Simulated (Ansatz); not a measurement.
# TiSi2: response to strain

Aim: deform TiSi2 (equal xx and yy strain of +3 %) and compute stress, forces and field gradients with LAPW, PAW and all-electron datasets made for the crystal.

Program: Ansatz 0.2.0. Level of theory: DFT PBEsol, scalar-relativistic. These are calculated values, not measurements.

## Step 1: Starting point

The structure is orthorhombic, space group Fddd (No. 70). The conventional cell has a = 4.773 Å, b = 8.236 Å, c = 8.523 Å, α = 90.00°, β = 90.00°, γ = 90.00°. Around Ti (site symmetry 222) lie 10 Si at 2.54 to 2.75 Å. Around Si (site symmetry 2) lie 5 Ti at 2.54 to 2.75 Å and 5 Si at 2.54 to 2.75 Å.

Structure file:

```
Ti Si
1.0
     0.00000    4.11800    4.26150
     2.38650    0.00000    4.26150
     2.38650    4.11800    0.00000
Ti Si
2 4
Direct
  0.75000 0.75000 0.75000
  0.50000 0.50000 0.50000
  0.08300 0.41700 0.08300
  0.41700 0.08300 0.41700
  0.16700 0.83300 0.16700
  0.83300 0.16700 0.83300
```

Atoms are numbered in the order of the input: Ti1, Ti2, Si3, Si4, Si5, Si6.

## Step 2: After the deformation

Space group Fddd before, Fddd after.

## Step 3: LAPW, all electrons

Input file input.yaml:

```yaml
crystal:
  lattice:
    - [0.0, 4.24154, 4.2615]
    - [2.458095, 0.0, 4.2615]
    - [2.458095, 4.24154, 0.0]
  atoms:
    - { symbol: Ti, position: [0.75, 0.75, 0.75] }
    - { symbol: Ti, position: [0.5, 0.5, 0.5] }
    - { symbol: Si, position: [0.083, 0.417, 0.083] }
    - { symbol: Si, position: [0.417, 0.083, 0.417] }
    - { symbol: Si, position: [0.167, 0.833, 0.167] }
    - { symbol: Si, position: [0.833, 0.167, 0.833] }
kpoints:
  mp_grid: { grid: [8, 8, 8] }
  band_path:
    path:
      - [0.0, 0.0, 0.0]
      - [0.5, 0.0, 0.5]
      - [1.0, 0.5, 0.5]
      - [0.5, 0.5, 0.0]
      - [0.0, 0.0, 0.0]
      - [0.0, 0.4171421782, 0.4171421782]
      - [1.0, 0.5828578218, 0.5828578218]
      - [1.0, 0.5, 0.5]
      - [0.5, 0.0, 0.5]
    npoints: 5
scf:
  occupations: { method: fermi_dirac, width: 0.08 }
hamiltonian:
  xc: pbesol
  pseudopotentials: { kind: all_electron, lapw: { basis_error: 0.0005 } }
output:
  forces: true
  stress: true
  eigenvalues: true
```

Run with:

```console
> ansatz run input.yaml --threads 2 --pin off --max-ram 8192MiB --backend cpu --events-out ev --progress --plain --runs-dir out
```

## Step 4: Frozen-core PAW

Input file input.yaml:

```yaml
crystal:
  lattice:
    - [0.0, 4.24154, 4.2615]
    - [2.458095, 0.0, 4.2615]
    - [2.458095, 4.24154, 0.0]
  atoms:
    - { symbol: Ti, position: [0.75, 0.75, 0.75] }
    - { symbol: Ti, position: [0.5, 0.5, 0.5] }
    - { symbol: Si, position: [0.083, 0.417, 0.083] }
    - { symbol: Si, position: [0.417, 0.083, 0.417] }
    - { symbol: Si, position: [0.167, 0.833, 0.167] }
    - { symbol: Si, position: [0.833, 0.167, 0.833] }
kpoints:
  mp_grid: { grid: [8, 8, 8] }
scf:
  occupations: { method: fermi_dirac, width: 0.08 }
hamiltonian:
  xc: pbesol
  pseudopotentials: { kind: paw }
output:
  forces: true
  stress: true
  eigenvalues: true
  efg: { contact_densities: true }
```

## Step 5: Datasets made for this crystal

input.yaml, as its differences from that of step 4:

```diff
@@ -18,3 +18,3 @@
   xc: pbesol
-  pseudopotentials: { kind: paw }
+  pseudopotentials: { kind: all_electron, datasets: crystal }
 output:
```

(Steps that only read results are left out.)

Q: Predict the outcome of this session. Wanted: pressure; largest shear or deviatoric stress.

The runs gave:

```
                                 quantity                                              value
                                 pressure  LAPW -8.48, PAW -8.49, crystal datasets -8.48 GPa
largest shear or deviatoric stress (LAPW)                                           3.94 GPa
```

In words: The largest part of the stress beyond the pressure is 3.94 GPa in size, in the zz component; the atoms are carried along and not relaxed. No run of the undeformed cell stands beside it, so the pressure holds what the given cell had before the change. PAW: stress within 0.01 GPa of LAPW, forces within 1 meV/Å. Crystal datasets: stress within 0.01 GPa of LAPW, forces within 1 meV/Å.
